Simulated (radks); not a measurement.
**Rh²⁺ inside a hard spherical wall**

The task here is to estimate one member of a computed series from the others.

Program: radks (a radial shooting solver on a logarithmic mesh, Libxc functionals) version 1. Level of theory: scalar-relativistic Kohn-Sham, PBEsol, spin-polarised, spherical densities, finite nucleus; open shells are filled with parallel spins first. These are calculated values, not measurements, unless marked.

## The system

- element: rhodium (Z = 45)
- charge: +2
- electrons: 43
- configuration: [Kr] 4d7
- nuclear rms radius: 4.4945 fm

The outer shells:

Rh²⁺
```
[Kr] core
4d [↑↓][↑↓][↑ ][↑ ][↑ ]
```

The first run:

The run's settings:

```text
Z 45
configuration [Kr] 4d7 5s0 5p0 4f0
relativity scalar-relativistic
functional pbe_sol,pbe_sol
spin polarised
nucleus finite rms 4.4945 fm
c 137.035999084
```

Steps of the session up to this table: The free atom; Wall at 20 bohr; Wall at 7 bohr; Wall at 6 bohr; Wall at 5 bohr; Wall at 3 bohr; Wall at 2.5 bohr; Wall at 1.5 bohr.

One table of the session follows, with a row left open; its other results are not shown here.

| R (bohr) | E − E(free) (eV) | ε(4d) (eV) | ε(5s, empty) (eV) | ε(5p, empty) (eV) | pressure (GPa) |
| --- | --- | --- | --- | --- | --- |
| free | 0.000 | -26.658 | -20.088 | -13.973 | 0 |
| 20 | 0.000 | -26.658 | -20.088 | -13.973 | < 0.0001 |
| 7 | 0.001 | -26.655 | -20.069 | -13.860 | 0.00543 |
| 6 | ? | ? | ? | ? | ? |
| 5 | 0.136 | -26.481 | -19.420 | -12.306 | 1.06 |
| 3 | 11.987 | -20.739 | -2.823 | 10.715 | 266 |
| 2.5 | 40.169 | -12.369 | 21.095 | 39.464 | 1399 |
| 1.5 | 704.85 | 85.646 | 293.24 | 328.21 | 87867 |

Estimate the missing values for R (bohr) = 6.

Worked estimate for «E − E(free) (eV)». A straight line through the neighbours (7, 0.001) and (5, 0.136) gives 0.001 + (0.136 − 0.001) × (6 − 7) / (5 − 7) = 0.069; a parabola fitted to 4 rows on both sides gives 0.590.

As computed: E − E(free) (eV): 0.014; ε(4d) (eV): -26.633; ε(5s, empty) (eV): -19.969; ε(5p, empty) (eV): -13.526; pressure (GPa): 0.0763. In «E − E(free) (eV)» the line misses by +0.055 and the parabola by +0.576. Between these rows the values bend or scatter more than so simple an estimate can follow.

In words: Eigenvalues are for spin up. At the tightest wall, 1.5 bohr, the energy stands 704.85 eV above the free atom and the pressure, −dE/dV, is 87867 GPa. Shells are not refilled when levels cross, and a hard wall is a model, not a crystal.
